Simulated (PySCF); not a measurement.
# [Lu(H2S)3]3+: other functionals and bases at one geometry

How far do other levels of theory move the description of [Lu(H2S)3]3+, and what does each cost? The structure is generated, not taken from experiment.

Program: PySCF 2.14.0. Level of theory: several levels, as the steps say, no spin–orbit coupling. These are calculated values, not measurements.

4 further runs of the same task are left out: 2 for a known fault of the program, 1 that didn't finish, 1 set aside as unsound or not needed.

### Step 1. The starting structure

10 atoms, charge 3, spin multiplicity 1.

Bond lengths: Lu1–S2 2.785 Å, Lu1–S5 2.778 Å, Lu1–S8 2.783 Å, S2–H3 1.373 Å, S2–H4 1.372 Å, S5–H6 1.373 Å, S5–H7 1.372 Å, S8–H9 1.372 Å, S8–H10 1.371 Å. Angles: S2–Lu1–S5 108.8°, S2–Lu1–S8 117.5°, S5–Lu1–S8 109.0°, Lu1–S2–H3 106.3°, Lu1–S2–H4 107.8°, H3–S2–H4 96.3°, Lu1–S5–H6 107.2°, Lu1–S5–H7 107.4°, H6–S5–H7 96.5°, Lu1–S8–H9 106.6°, Lu1–S8–H10 107.7°, H9–S8–H10 96.3°.

Geometry (Å):

```tsv
atom	x (Å)	y (Å)	z (Å)
Lu1	0.05848	-0.07612	0.76261
S2	2.60541	0.00848	-0.36007
H3	3.49063	-0.06213	0.68687
H4	2.87949	-1.23432	-0.87360
S5	-1.34240	2.18761	-0.03012
H6	-1.47845	2.98837	1.07678
H7	-0.46369	2.99971	-0.70143
S8	-1.49582	-2.32727	0.25097
H9	-2.80499	-1.91667	0.28599
H10	-1.44866	-2.56766	-1.09799
```

Formal oxidation states: Lu +3. Each metal's 14 4f electrons lie in its core potential, so multiplicities, spins and levels count the valence alone. An earlier session relaxed this geometry at TPSS, Lu lcecp-1-SVP with ECP60, S def2-SVP, H def2-SVP (singlet, point group C1).

At TPSS on the finer grid: E = -1236.730850 Eh, HOMO -20.87 eV, LUMO -17.30 eV, Mulliken charge on Lu1 +1.53 e, largest force component 0.015 eV/Å. 

Levels to run: BLYP; revPBE; B3LYP; BP86; TPSS, TZVP. Hardware: 2 threads of Arm Neoverse V1, shared host.

### Step 2. BLYP

File run.py (the lines that set the calculation):

```python
mol = gto.M(atom='''
Lu     0.05848    -0.07612     0.76261
S      2.60541     0.00848    -0.36007
H      3.49063    -0.06213     0.68687
H      2.87949    -1.23432    -0.87360
S     -1.34240     2.18761    -0.03012
H     -1.47845     2.98837     1.07678
H     -0.46369     2.99971    -0.70143
S     -1.49582    -2.32727     0.25097
H     -2.80499    -1.91667     0.28599
H     -1.44866    -2.56766    -1.09799''',
    basis={'Lu': 'lcecp-1-SVP', 'S': 'def2-SVP', 'H': 'def2-SVP'},
    ecp={'Lu': 'lcecp-1-SVP'},
    charge=3, spin=0)
mf = dft.RKS(mol, xc='BLYP')
mf.grids.atom_grid = (75, 302)  # f atoms: unpruned, at least (60, 302)
mf = mf.density_fit()  # fitting sets: Lu AutoAux, S def2-universal-JKFIT, H def2-universal-JKFIT
mf.conv_tol = 1e-08; mf.max_cycle = 55
mf.kernel(dm0)  # dm0: the density of the relaxed state
```

On the command line:

```bash
OMP_NUM_THREADS=2 python run.py
```

Standard output:

```text
init E= -1236.60372415259
  HOMO = -0.754585350044034  LUMO = -0.64820195469225  gap/eV = 2.89484
cycle= 1 E= -1236.60568571724  delta_E= -0.00196  |g|= 0.0328  |ddm|= 0.328
  HOMO = -0.756064048730019  LUMO = -0.633859165571805  gap/eV = 3.32536
cycle= 2 E= -1236.60392825322  delta_E= 0.00176  |g|= 0.0706  |ddm|= 0.213
  HOMO = -0.754968751376983  LUMO = -0.642350805227791  gap/eV = 3.06449
cycle= 3 E= -1236.60623535445  delta_E= -0.00231  |g|= 0.00419  |ddm|= 0.137
  HOMO = -0.755433669634639  LUMO = -0.643144897584266  gap/eV = 3.05553
cycle= 4 E= -1236.60624192936  delta_E= -6.57e-06  |g|= 0.000856  |ddm|= 0.00779
  HOMO = -0.755353633624225  LUMO = -0.643166093169425  gap/eV = 3.05278
cycle= 5 E= -1236.60624217377  delta_E= -2.44e-07  |g|= 0.000256  |ddm|= 0.00145
  HOMO = -0.755365364075906  LUMO = -0.643179238385233  gap/eV = 3.05274
cycle= 6 E= -1236.6062421951  delta_E= -2.13e-08  |g|= 3.66e-05  |ddm|= 0.000319
  HOMO = -0.755363602937263  LUMO = -0.64317454880986  gap/eV = 3.05282
cycle= 7 E= -1236.60624219565  delta_E= -5.42e-10  |g|= 1.15e-05  |ddm|= 6.76e-05
  HOMO = -0.755364929727459  LUMO = -0.643173167637085  gap/eV = 3.05289
Extra cycle  E= -1236.60624219557  delta_E= 8.03e-11  |g|= 1.84e-05  |ddm|= 4.53e-05
converged SCF energy = -1236.60624219557
```

Run time: 8 s. Hardware: 2 threads of Arm Neoverse V1, shared host.

Read off: E = -1236.606242 Eh, HOMO -20.55 eV, LUMO -17.50 eV, Mulliken charge on Lu1 +1.38 e, largest force component 0.228 eV/Å. 

### Step 3. revPBE

run.py (the lines that set the calculation), as its differences from that of step 2:

```diff
@@ -14,3 +14,3 @@
     charge=3, spin=0)
-mf = dft.RKS(mol, xc='BLYP')
+mf = dft.RKS(mol, xc='PBE_R,PBE')
 mf.grids.atom_grid = (75, 302)  # f atoms: unpruned, at least (60, 302)
```

On the command line:

```bash
OMP_NUM_THREADS=2 python run.py
```

Standard output:

```text
init E= -1236.46953963141
  HOMO = -0.76185789892645  LUMO = -0.644796749031955  gap/eV = 3.18540
cycle= 1 E= -1236.46991135269  delta_E= -0.000372  |g|= 0.0296  |ddm|= 0.151
  HOMO = -0.762010400420055  LUMO = -0.631178773468837  gap/eV = 3.56011
cycle= 2 E= -1236.46870584793  delta_E= 0.00121  |g|= 0.0595  |ddm|= 0.178
  HOMO = -0.76124860702932  LUMO = -0.639051777749346  gap/eV = 3.32515
cycle= 3 E= -1236.47034280441  delta_E= -0.00164  |g|= 0.00377  |ddm|= 0.115
  HOMO = -0.761730878569695  LUMO = -0.639693565836479  gap/eV = 3.32080
cycle= 4 E= -1236.47034733542  delta_E= -4.53e-06  |g|= 0.000704  |ddm|= 0.00616
  HOMO = -0.761664126246309  LUMO = -0.639679666458318  gap/eV = 3.31937
cycle= 5 E= -1236.47034749236  delta_E= -1.57e-07  |g|= 0.000132  |ddm|= 0.001
  HOMO = -0.761670314180383  LUMO = -0.639684927462667  gap/eV = 3.31939
cycle= 6 E= -1236.47034749826  delta_E= -5.89e-09  |g|= 2.14e-05  |ddm|= 0.000172
  HOMO = -0.761668398409604  LUMO = -0.639679751287295  gap/eV = 3.31948
Extra cycle  E= -1236.47034749803  delta_E= 2.22e-10  |g|= 3.13e-05  |ddm|= 8.77e-05
converged SCF energy = -1236.47034749803
```

It took 7.3 s on 2 threads of Arm Neoverse V1, shared host.

Read off: E = -1236.470347 Eh, HOMO -20.73 eV, LUMO -17.41 eV, Mulliken charge on Lu1 +1.46 e, largest force component 0.200 eV/Å. 

### Step 4. B3LYP

run.py (the lines that set the calculation), as its differences from that of step 3:

```diff
@@ -14,3 +14,3 @@
     charge=3, spin=0)
-mf = dft.RKS(mol, xc='PBE_R,PBE')
+mf = dft.RKS(mol, xc='B3LYP')
 mf.grids.atom_grid = (75, 302)  # f atoms: unpruned, at least (60, 302)
```

On the command line:

```bash
OMP_NUM_THREADS=2 python run.py
```

Standard output:

```text
init E= -1236.72342000944
  HOMO = -0.796487897765318  LUMO = -0.621605294194159  gap/eV = 4.75880
cycle= 1 E= -1236.72431572074  delta_E= -0.000896  |g|= 0.0206  |ddm|= 0.165
  HOMO = -0.795205258427079  LUMO = -0.627952942801091  gap/eV = 4.55117
cycle= 2 E= -1236.72417581643  delta_E= 0.00014  |g|= 0.0277  |ddm|= 0.0896
  HOMO = -0.796587230009187  LUMO = -0.624440549618612  gap/eV = 4.68435
cycle= 3 E= -1236.72446761941  delta_E= -0.000292  |g|= 0.00175  |ddm|= 0.051
  HOMO = -0.796693632376323  LUMO = -0.624784052046444  gap/eV = 4.67790
cycle= 4 E= -1236.72446881358  delta_E= -1.19e-06  |g|= 0.000381  |ddm|= 0.0036
  HOMO = -0.796647181525491  LUMO = -0.624729364577702  gap/eV = 4.67812
cycle= 5 E= -1236.72446887731  delta_E= -6.37e-08  |g|= 0.000103  |ddm|= 0.000805
  HOMO = -0.79665729967882  LUMO = -0.624743017216541  gap/eV = 4.67803
cycle= 6 E= -1236.72446888146  delta_E= -4.14e-09  |g|= 1.75e-05  |ddm|= 0.000211
  HOMO = -0.796657796417622  LUMO = -0.624743357515977  gap/eV = 4.67803
Extra cycle  E= -1236.72446888158  delta_E= -1.22e-10  |g|= 1.15e-05  |ddm|= 4.62e-05
converged SCF energy = -1236.72446888158
```

Run time: 7.3 s. Hardware: 2 threads of Arm Neoverse V1, shared host.

Read off: E = -1236.724469 Eh, HOMO -21.68 eV, LUMO -17.00 eV, Mulliken charge on Lu1 +1.48 e, largest force component 0.081 eV/Å. 

### Step 5. BP86

run.py (the lines that set the calculation), as its differences from that of step 4:

```diff
@@ -14,3 +14,3 @@
     charge=3, spin=0)
-mf = dft.RKS(mol, xc='B3LYP')
+mf = dft.RKS(mol, xc='B88,P86')
 mf.grids.atom_grid = (75, 302)  # f atoms: unpruned, at least (60, 302)
```

On the command line:

```bash
OMP_NUM_THREADS=2 python run.py
```

Standard output:

```text
init E= -1236.8271422274
  HOMO = -0.766934567388165  LUMO = -0.648699526700809  gap/eV = 3.21734
cycle= 1 E= -1236.82789048272  delta_E= -0.000748  |g|= 0.0371  |ddm|= 0.223
  HOMO = -0.765873425600888  LUMO = -0.631949971638641  gap/eV = 3.64424
cycle= 2 E= -1236.82600106979  delta_E= 0.00189  |g|= 0.0742  |ddm|= 0.222
  HOMO = -0.765588807111313  LUMO = -0.642063807020864  gap/eV = 3.36129
cycle= 3 E= -1236.82859070934  delta_E= -0.00259  |g|= 0.00659  |ddm|= 0.146
  HOMO = -0.766422125009636  LUMO = -0.642812182462462  gap/eV = 3.36360
cycle= 4 E= -1236.82860432183  delta_E= -1.36e-05  |g|= 0.00147  |ddm|= 0.00985
  HOMO = -0.766321717982284  LUMO = -0.642889392194627  gap/eV = 3.35876
cycle= 5 E= -1236.82860512564  delta_E= -8.04e-07  |g|= 0.000244  |ddm|= 0.00245
  HOMO = -0.766327082638171  LUMO = -0.642874559859545  gap/eV = 3.35931
cycle= 6 E= -1236.82860515236  delta_E= -2.67e-08  |g|= 3.69e-05  |ddm|= 0.00033
  HOMO = -0.766325748514219  LUMO = -0.642873657342011  gap/eV = 3.35930
cycle= 7 E= -1236.82860514991  delta_E= 2.45e-09  |g|= 1.46e-05  |ddm|= 6.51e-05
  HOMO = -0.766327860626498  LUMO = -0.642872419049596  gap/eV = 3.35939
Extra cycle  E= -1236.82860514981  delta_E= 1.05e-10  |g|= 2.17e-05  |ddm|= 5.62e-05
converged SCF energy = -1236.82860514981
```

It took 8.6 s on 2 threads of Arm Neoverse V1, shared host.

Read off: E = -1236.828605 Eh, HOMO -20.85 eV, LUMO -17.49 eV, Mulliken charge on Lu1 +1.43 e, largest force component 0.284 eV/Å. 

### Step 6. TPSS, TZVP

Basis: Lu lcecp-1-TZVP with ECP60, S def2-TZVP, H def2-TZVP. 

run.py (the lines that set the calculation), as its differences from that of step 5:

```diff
@@ -11,6 +11,6 @@
 H     -1.44866    -2.56766    -1.09799''',
-    basis={'Lu': 'lcecp-1-SVP', 'S': 'def2-SVP', 'H': 'def2-SVP'},
-    ecp={'Lu': 'lcecp-1-SVP'},
+    basis={'Lu': 'lcecp-1-TZVP', 'S': 'def2-TZVP', 'H': 'def2-TZVP'},
+    ecp={'Lu': 'lcecp-1-TZVP'},
     charge=3, spin=0)
-mf = dft.RKS(mol, xc='B88,P86')
+mf = dft.RKS(mol, xc='TPSS')
 mf.grids.atom_grid = (75, 302)  # f atoms: unpruned, at least (60, 302)
@@ -18,2 +18,2 @@
 mf.conv_tol = 1e-08; mf.max_cycle = 55
-mf.kernel(dm0)  # dm0: the density of the relaxed state
+mf.kernel(dm0)  # dm0: free metal ions and neutral atoms
```

On the command line:

```bash
OMP_NUM_THREADS=2 python run.py
```

Standard output:

```text
init E= -1211.04142756117
  HOMO = -1.00558168245508  LUMO = -0.707102383786098  gap/eV = 8.12204
cycle= 1 E= -1235.86653973373  delta_E= -24.8  |g|= 3.15  |ddm|= 3.19
  HOMO = -0.669048487450186  LUMO = -0.616943585112401  gap/eV = 1.41785
cycle= 2 E= -1226.05445409575  delta_E= 9.81  |g|= 5.78  |ddm|= 5.65
  HOMO = -0.694170507999714  LUMO = -0.481447256110462  gap/eV = 5.78849
cycle= 3 E= -1236.45928003676  delta_E= -10.4  |g|= 1.39  |ddm|= 5.16
  HOMO = -0.768867734462392  LUMO = -0.67560979875893  gap/eV = 2.53768
cycle= 4 E= -1236.96302205786  delta_E= -0.504  |g|= 0.732  |ddm|= 2.37
  HOMO = -0.755505305616771  LUMO = -0.622920012607184  gap/eV = 3.60783
cycle= 5 E= -1237.1422527279  delta_E= -0.179  |g|= 0.154  |ddm|= 0.778
  HOMO = -0.762479966234002  LUMO = -0.631552365146647  gap/eV = 3.56272
cycle= 6 E= -1237.14902984788  delta_E= -0.00678  |g|= 0.036  |ddm|= 0.155
  HOMO = -0.761973527823172  LUMO = -0.629525723470188  gap/eV = 3.60409
cycle= 7 E= -1237.14933554623  delta_E= -0.000306  |g|= 0.0146  |ddm|= 0.036
  HOMO = -0.761878035810468  LUMO = -0.629646641670861  gap/eV = 3.59820
cycle= 8 E= -1237.14939744735  delta_E= -6.19e-05  |g|= 0.00269  |ddm|= 0.0133
  HOMO = -0.76201423841517  LUMO = -0.62966737819889  gap/eV = 3.60134
cycle= 9 E= -1237.14939962111  delta_E= -2.17e-06  |g|= 0.000709  |ddm|= 0.0027
  HOMO = -0.761975987247077  LUMO = -0.629698952720369  gap/eV = 3.59944
cycle= 10 E= -1237.14939976454  delta_E= -1.43e-07  |g|= 0.00019  |ddm|= 0.000767
  HOMO = -0.761986526841343  LUMO = -0.629706136439271  gap/eV = 3.59953
cycle= 11 E= -1237.14939977558  delta_E= -1.1e-08  |g|= 3.61e-05  |ddm|= 0.000214
  HOMO = -0.761985542982315  LUMO = -0.629707927359456  gap/eV = 3.59946
cycle= 12 E= -1237.14939977595  delta_E= -3.71e-10  |g|= 1.42e-05  |ddm|= 4.33e-05
  HOMO = -0.761986353663519  LUMO = -0.629707835049448  gap/eV = 3.59948
Extra cycle  E= -1237.14939977592  delta_E= 3.46e-11  |g|= 1.79e-05  |ddm|= 2.54e-05
converged SCF energy = -1237.14939977592
```

It took 37 s on 2 threads of Arm Neoverse V1, shared host.

It gives: E = -1237.149400 Eh, HOMO -20.73 eV, LUMO -17.14 eV, Mulliken charge on Lu1 +1.66 e, largest force component 0.258 eV/Å. 

### Step 7. All levels side by side

| level | state | HOMO (eV) | gap (eV) | charge on Lu1 (e) | dipole (D) | largest force (eV/Å) | basis functions | time |
| --- | --- | --- | --- | --- | --- | --- | --- | --- |
| TPSS (relaxed here) | singlet | -20.87 | 3.56 | 1.53 | 1.15 | 0.01 | 117 | 50 s |
| BLYP | singlet | -20.55 | 3.05 | 1.38 | 1.29 | 0.23 | 117 | 8 s |
| revPBE | singlet | -20.73 | 3.32 | 1.46 | 1.25 | 0.20 | 117 | 7.3 s |
| B3LYP | singlet | -21.68 | 4.68 | 1.48 | 1.12 | 0.08 | 117 | 7.3 s |
| BP86 | singlet | -20.85 | 3.36 | 1.43 | 1.28 | 0.28 | 117 | 8.6 s |
| TPSS, TZVP | singlet | -20.73 | 3.60 | 1.66 | 1.22 | 0.26 | 194 | 37 s |

Times are on 2 threads of Arm Neoverse V1, shared host; the first row also made further properties. The dipole of a charged species depends on the origin, so these sizes hold for this origin alone.

In one basis the HOMO–LUMO gap runs from 3.05 eV (BLYP) to 4.68 eV (B3LYP). The largest leftover force, 0.28 eV/Å with BP86, stands at a geometry relaxed at another level. The Mulliken charge on Lu spans +1.38 to +1.66 e over the levels. With 4f in the core, its levels are missing from HOMO and gap. Total energies of different levels can't be compared. Spin–orbit coupling is left out throughout.
